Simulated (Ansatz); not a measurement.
# C3H10B2: up Jacob's ladder to CCSD(T)

The task here is to estimate one member of a computed series from the others.

Computed with Ansatz 0.2.0, Gaussian basis. Level: functionals in def2-TZVPP, the program's frozen cores in correlated methods.

The runs, in order: PBE-D4, r2SCAN-D4, PBE0-D4, B3LYP-D4, ωB97X-V, ωB97M-V, B2PLYP; CCSD(T)/def2-TZVPP; MP2/def2-QZVPP; extrapolation to the limit.

## The geometry

All runs share one geometry, relaxed beforehand with PBE0-D4 in a triple-zeta def2 set.

SMILES `BCBCC`, 15 atoms, charge 0, spin multiplicity 1.

Atoms are counted from 1 here; the program's logs count them from 0.

Bond lengths: B1–C2 1.545 Å, B1–H6 1.198 Å, B1–H7 1.198 Å, C2–B3 1.566 Å, C2–H8 1.091 Å, C2–H9 1.103 Å, B3–C4 1.559 Å, B3–H10 1.203 Å, C4–C5 1.523 Å, C4–H11 1.097 Å, C4–H12 1.105 Å, C5–H13 1.093 Å, C5–H14 1.093 Å, C5–H15 1.093 Å. Angles: C2–B1–H6 121.4°, C2–B1–H7 120.1°, H6–B1–H7 118.5°, B1–C2–B3 108.2°, B1–C2–H8 114.8°, B1–C2–H9 105.7°, B3–C2–H8 113.1°, B3–C2–H9 102.4°, H8–C2–H9 111.7°, C2–B3–C4 122.0°, C2–B3–H10 118.1°, C4–B3–H10 119.9°, B3–C4–C5 117.3°, B3–C4–H11 110.4°, B3–C4–H12 103.3°, C5–C4–H11 111.4°, C5–C4–H12 109.7°, H11–C4–H12 103.4° and more.

Set-up of the first run:

in.yaml reads:

```yaml
crystal:
  periodic: [false, false, false]
  atoms:
    - {symbol: B, position_ang: [-0.552069, 1.247722, 2.188749]}
    - {symbol: C, position_ang: [0.336734, 0.089328, 1.684809]}
    - {symbol: B, position_ang: [0.482641, 0.225904, 0.131474]}
    - {symbol: C, position_ang: [-0.008009, -0.885660, -0.844607]}
    - {symbol: C, position_ang: [-0.146289, -0.514009, -2.315346]}
    - {symbol: H, position_ang: [-1.659533, 1.050626, 2.601002]}
    - {symbol: H, position_ang: [-0.153470, 2.376140, 2.137871]}
    - {symbol: H, position_ang: [0.014951, -0.904888, 1.998385]}
    - {symbol: H, position_ang: [1.355403, 0.318704, 2.039227]}
    - {symbol: H, position_ang: [1.026821, 1.207230, -0.302158]}
    - {symbol: H, position_ang: [-0.923956, -1.353380, -0.461890]}
    - {symbol: H, position_ang: [0.752138, -1.679263, -0.730190]}
    - {symbol: H, position_ang: [0.784924, -0.094908, -2.703973]}
    - {symbol: H, position_ang: [-0.408963, -1.375271, -2.934630]}
    - {symbol: H, position_ang: [-0.923124, 0.241128, -2.459322]}
basis:
  gaussian: {orbitals: def2-TZVPP}
hamiltonian: {xc: pbe, dispersion: d4}
output: {forces: true, orbitals: {seedname: orbitals}}
```

Started as:

```bash
$ ansatz run in.yaml --threads 4 --pin off --events-out ev --progress --plain --max-ram 10444MiB
```

Among the steps run: PBE-D4 (GGA); r2SCAN-D4 (meta-GGA); PBE0-D4 (hybrid); B3LYP-D4 (hybrid); ωB97X-V (range-separated); ωB97M-V (range-separated); B2PLYP (double hybrid); CCSD(T) in def2-TZVPP; MP2 in def2-QZVPP.

One of the session's tables, all rows but one given; the rest of the session is left out.

| method | atomisation energy (kJ/mol) |
| --- | --- |
| PBE-D4 | 5786.6 |
| r2SCAN-D4 | 5738.0 |
| PBE0-D4 | 5745.7 |
| B3LYP-D4 | 5727.9 |
| ωB97X-V | 5714.7 |
| ωB97M-V | ? |
| B2PLYP | 5665.9 |
| HF/def2-TZVPP | 4456.8 |
| MP2/def2-TZVPP | 5625.5 |
| CCSD/def2-TZVPP | 5520.3 |
| CCSD(T)/def2-TZVPP | 5575.4 |
| MP2/CBS | 5732.7 |
| CCSD(T)/CBS | 5682.6 |

Estimate the missing values for ωB97M-V.

**Answer.** atomisation energy (kJ/mol): 5729.3. In the column «atomisation energy (kJ/mol)» it lies between B3LYP-D4 (5727.9) and MP2/CBS (5732.7).
